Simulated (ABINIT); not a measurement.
Runs of ABINIT 10.8.3 (patched build) on Bi2Te3 (Tellurobismuthite). It takes space group R-3m (No. 166, trigonal). The conventional cell has a = 4.386 Å, b = 4.386 Å, c = 30.497 Å, α = 90.00°, β = 90.00°, γ = 120.00°. Bi (site symmetry 3m) has 6 Te at 3.07 to 3.25 Å as nearest neighbours. Around Te (site symmetry 3m) lie 3 Bi at 3.07 Å. Around Te (site symmetry -3m) lie 6 Bi at 3.25 Å. 

| level | potentials or basis | k mesh | cutoff (eV) | fine-grid cutoff | mesh quality | gap on the mesh (eV) | largest force (eV/Å) |
| --- | --- | --- | --- | --- | --- | --- | --- |
| LDA | JTH PAW LDA v2.0 | 3 × 3 × 3 | 408 | 816.342 eV | coarse | 0.22 | (b) |
| LDA | JTH PAW LDA v2.0 | 4 × 4 × 4 | 408 | 816.342 eV | not flagged | 0.21 | 0.19 |
| PBE | JTH PAW PBE v2.0 | 7 × 7 × 7 | 599 | 1197.3 eV | not flagged | 0.28 | (a) |
| LDA | JTH PAW LDA v2.0 | 6 × 6 × 6 | 408 | 816.342 eV | not flagged | 0.20 | 0.17 |

Alike in all rows: task single point; no spin polarisation; cell as given; smearing fermi-dirac 0.05 eV.

**Question.** Estimate the missing entries.

**Answer.** (a) 0.03; (b) 0.28.

Caveats: some runs use coarse meshes; spin-orbit coupling is left out, which as a rule narrows the gap of such compounds by several tenths of an eV; an odd mesh through Γ misses points on the zone boundary, where band edges often lie (some runs).

A k mesh can miss the band edges, and the runs leave out spin-orbit coupling on Bi, Te.

Not every run made on this cell is shown here.
